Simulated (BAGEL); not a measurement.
**Si2H6 (disilane): HF/3-21G (density fitting with qzvpp-jkfit)**

What is the electronic atomisation energy of Si2H6 (disilane) at HF/3-21G (density fitting with qzvpp-jkfit)? 

The calculation is run with BAGEL 1.2.2.

6 further runs of the same task are left out: 6 set aside as unsound or not needed.

## Step 1: The system as given

The species is Si2H6 (8 atoms), meant as a singlet with charge 0. SMILES: `[SiH3][SiH3]`. The shape is that of a PBE0-D4/def2-TZVP optimisation.

Bond lengths: Si1–Si2 2.338 Å, Si1–H3 1.488 Å, Si1–H4 1.488 Å, Si1–H5 1.488 Å, Si2–H6 1.488 Å, Si2–H7 1.488 Å, Si2–H8 1.488 Å. Some angles: Si1–Si2–H6 110.3°, Si1–Si2–H7 110.3°, Si1–Si2–H8 110.3°, Si2–Si1–H3 110.3°, Si2–Si1–H4 110.3°, Si2–Si1–H5 110.3°, H6–Si2–H7 108.7°, H6–Si2–H8 108.7°, H7–Si2–H8 108.7°, H3–Si1–H4 108.7°.

## Step 2: The energy at HF/3-21G (density fitting with qzvpp-jkfit)

The input, job.json:

```json
{ "bagel": [

{
  "title": "molecule",
  "basis": "3-21g",
  "df_basis": "qzvpp-jkfit",
  "angstrom": true,
  "geometry": [
    { "atom": "Si", "xyz": [   -0.340500,    0.490200,   -1.004900 ] },
    { "atom": "Si", "xyz": [    0.363500,   -0.504400,    0.991000 ] },
    { "atom": "H", "xyz": [    0.833900,    0.948200,   -1.794900 ] },
    { "atom": "H", "xyz": [   -1.112900,   -0.483900,   -1.821900 ] },
    { "atom": "H", "xyz": [   -1.208000,    1.664100,   -0.717900 ] },
    { "atom": "H", "xyz": [    1.139000,    0.468600,    1.806300 ] },
    { "atom": "H", "xyz": [    1.228100,   -1.680500,    0.704000 ] },
    { "atom": "H", "xyz": [   -0.811000,   -0.959200,    1.782600 ] }
  ]
},
{
  "title": "hf"
},
{
  "title": "print",
  "file": "orbitals.molden",
  "orbitals": true
}

]}
```

Command:

```console
BAGEL_NUM_THREADS=1 BAGEL job.json > job.out
```

Log:

```text
* using 1 threads per process

  ===============================================================
  ===============================================================

  *** Geometry ***

  { "atom" : "Si", "xyz" : [     -0.643452,      0.926344,     -1.898986 ] },
  { "atom" : "Si", "xyz" : [      0.686915,     -0.953178,      1.872719 ] },
  { "atom" : "H", "xyz" : [      1.575843,      1.791838,     -3.391869 ] },
  { "atom" : "H", "xyz" : [     -2.103076,     -0.914438,     -3.442892 ] },
  { "atom" : "H", "xyz" : [     -2.282789,      3.144693,     -1.356634 ] },
  { "atom" : "H", "xyz" : [      2.152398,      0.885526,      3.413412 ] },
  { "atom" : "H", "xyz" : [      2.320773,     -3.175685,      1.330367 ] },
  { "atom" : "H", "xyz" : [     -1.532568,     -1.812625,      3.368626 ] },

  Number of auxiliary basis functions:      364

  Since a DF basis is specified, we compute 2- and 3-index integrals:
    o Being stored without compression. Storage requirement is 0.004 GB

  Number of basis functions:       38
  Number of electrons      :       34

    * METHOD: MOLECULE                             0.09

  *** RHF ***

  === Nuclear Repulsion ===
    90.7730811600

      * DIIS with orbital gradients will be used.

  === RHF iteration (3-21g) ===
      0       -578.21766896          0.00888241           0.02
      1       -578.23948107          0.00222096           0.02
      2       -578.24073177          0.00025837           0.02
      3       -578.24075949          0.00003203           0.02
      4       -578.24076029          0.00000364           0.02
      5       -578.24076030          0.00000047           0.02
      6       -578.24076030          0.00000004           0.02
      7       -578.24076030          0.00000001           0.02
    * SCF iteration converged.

    * Permanent dipole moment:
           (    0.000052,    -0.000057,    -0.000062) a.u.

    * METHOD: HF                                   0.18

    * METHOD: PRINT                                0.00

  ===============================================================
```

It took 0.45 s on 1 thread of Arm Neoverse V2, shared host.

## Step 3: The H atom at the same level

The input, hf.json:

```json
{ "bagel": [

{
  "title": "molecule",
  "basis": "3-21g",
  "df_basis": "qzvpp-jkfit",
  "angstrom": true,
  "geometry": [
    { "atom": "H", "xyz": [    0.000000,    0.000000,    0.000000 ] }
  ]
},
{
  "title": "uhf",
  "charge": 0,
  "nopen": 1
},
{
  "title": "print",
  "file": "orbitals.molden",
  "orbitals": true
}

]}
```

Run the same way, it converges to -0.49620 Eh (log not shown).

## Step 4: The Si atom at the same level

The input, input.json:

```json
{ "bagel" : [

{
  "title" : "molecule",
  "basis" : "3-21g",
  "df_basis" : "qzvpp-jkfit",
  "angstrom" : true,
  "geometry" : [
    { "atom" : "Si", "xyz" : [       0.000000,       0.000000,       0.000000 ] }
  ]
},

{ "title" : "uhf", "nopen" : 2 },

{ "title" : "print", "file" : "orbitals.molden", "orbitals" : true }

]}
```

Command:

```console
BAGEL_NUM_THREADS=1 BAGEL input.json > input.out
```

Log:

```text
* using 1 threads per process

  ===============================================================
  ===============================================================

  *** Geometry ***

  { "atom" : "Si", "xyz" : [      0.000000,      0.000000,      0.000000 ] },

  Number of auxiliary basis functions:      128

  Since a DF basis is specified, we compute 2- and 3-index integrals:
    o Being stored without compression. Storage requirement is 0.000 GB

  Number of basis functions:       13
  Number of electrons      :       14

    * METHOD: MOLECULE                             0.02

  *** Open-shell HF ***

  === Nuclear Repulsion ===
     0.0000000000

      * DIIS with orbital gradients will be used.

  === UHF iteration (3-21g) ===
      0       -287.33483025          0.01128522           0.00
      1       -287.34347179          0.00383121           0.00
      2       -287.34424454          0.00124602           0.00
      3       -287.34438490          0.00016976           0.00
      4       -287.34439140          0.00001586           0.00
      5       -287.34439170          0.00000335           0.00
      6       -287.34439171          0.00000039           0.00
      7       -287.34439171          0.00000003           0.00
      8       -287.34439171          0.00000000           0.00
    * SCF iteration converged.

    * S^2 (UHF) is 2.0000

    * Permanent dipole moment:
           (    0.000000,     0.000000,     0.000000) a.u.

    * METHOD: UHF                                  0.03

    * METHOD: PRINT                                0.00

  ===============================================================
```

Run time: 0.2 s. Hardware: 1 thread of Arm Neoverse V2, shared host.

## Step 5: What came out

At HF/3-21G (density fitting with qzvpp-jkfit):

| quantity | value |
| --- | --- |
| molecule: total energy | -578.24076 Eh |
| molecule: dipole moment | 0.00 D |
| molecule: HOMO energy | -11.05 eV |
| molecule: LUMO energy | 3.93 eV |
| molecule: HOMO–LUMO gap | 14.98 eV |
| H atom: total energy | -0.49620 Eh |
| H atom: dipole moment | 0.00 D |
| H atom: ⟨S²⟩ | 0.750 |
| Si atom: total energy | -287.34439 Eh |
| Si atom: dipole moment | 0.00 D |
| Si atom: ⟨S²⟩ | 2.000 |
| electronic atomisation energy | 15.641 eV |

**Reading.** Taking the molecule apart into free atoms costs 15.64 eV (1509 kJ/mol), before zero-point energy and without spin-orbit coupling. Hartree–Fock lacks the correlation of the bonding pairs, which as a rule makes this value much too low; in minimal bases other errors can mask that. The basis has no polarisation functions, which makes bonds too weak.
